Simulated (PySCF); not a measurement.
# [Eu(HCN)]3+: other functionals and bases at one geometry

The task here is to estimate one member of a computed series from the others.

Computed with PySCF 2.14.0. Level: several levels, as the steps say, no spin–orbit coupling.

1 further run of the same task is left out (for a known fault of the program).

### The system as given

4 atoms, charge 3, spin multiplicity 1.

Bond lengths: Eu1–N2 2.249 Å, N2–C3 1.166 Å, C3–H4 1.116 Å. Angles: Eu1–N2–C3 180.0°, N2–C3–H4 180.0°.

Geometry (Å):

```csv
atom,x (Å),y (Å),z (Å)
Eu1,0.00000,0.00000,-0.26456
N2,0.00000,0.00000,1.98473
C3,0.00000,0.00000,3.15084
H4,0.00000,0.00000,4.26639
```

Formal oxidation states: Eu +3. Each metal's 6 4f electrons lie in its core potential, so multiplicities, spins and levels count the valence alone. An earlier session relaxed this geometry at PBE0, Eu lcecp-1-SVP with ECP52, N def2-SVP, C def2-SVP, H def2-SVP (singlet, point group C∞v).

At PBE0 on the finer grid: E = -127.247283 Eh, HOMO -26.91 eV, LUMO -19.74 eV, Mulliken charge on Eu1 +2.51 e, largest force component 0.015 eV/Å. 

Levels to run: TPSS; TPSSh; PBE0, TZVP. Hardware: 2 threads of Intel Xeon at 2.50GHz (Skylake/Cascade Lake), shared host.

Set-up of the first run:

The input, run.py (the lines that set the calculation):

```python
mol = gto.M(atom='''
Eu     0.00000     0.00000    -0.26456
N      0.00000     0.00000     1.98473
C      0.00000     0.00000     3.15084
H      0.00000     0.00000     4.26639''',
    basis={'Eu': 'lcecp-1-SVP', 'N': 'def2-SVP', 'C': 'def2-SVP', 'H': 'def2-SVP'},
    ecp={'Eu': 'lcecp-1-SVP'},
    charge=3, spin=0)
mf = dft.RKS(mol, xc='TPSS')
mf.grids.atom_grid = (75, 302)  # f atoms: unpruned, at least (60, 302)
mf = mf.density_fit()  # fitting sets: Eu AutoAux, N def2-universal-JKFIT, C def2-universal-JKFIT, H def2-universal-JKFIT
mf.conv_tol = 1e-08; mf.max_cycle = 55
mf.kernel(dm0)  # dm0: the density of the relaxed state
```

Started as:

```sh
$ OMP_NUM_THREADS=2 python run.py
```

Steps of the session up to this table: TPSS; TPSSh; PBE0, TZVP.

One table of the session follows, with a row left open; its other results are not shown here.

```
              level  HOMO (eV)  gap (eV)  charge on Eu1 (e)  dipole (D)  largest force component (eV/Å)
PBE0 (relaxed here)     -26.91      7.17               2.51        4.56                            0.02
               TPSS          ?         ?                  ?           ?                               ?
              TPSSh     -26.11      5.96               2.51        4.63                            0.60
         PBE0, TZVP     -26.82      7.11               2.60        4.62                            0.91
```

Estimate the missing values for TPSS.

**Answer.** HOMO (eV): -25.61; gap (eV): 5.07; charge on Eu1 (e): 2.49; dipole (D): 4.75; largest force component (eV/Å): 1.10. In the column «HOMO (eV)» it is the highest.

The dipole of a charged species depends on the origin, so these sizes hold for this origin alone.

In one basis the HOMO–LUMO gap runs from 5.07 eV (TPSS) to 7.17 eV (PBE0). The largest leftover force, 1.10 eV/Å with TPSS, stands at a geometry relaxed at another level. With 4f in the core, its levels are missing from HOMO and gap, and its count is fixed, so no charge can pass from the ligands into it. Total energies of different levels can't be compared.
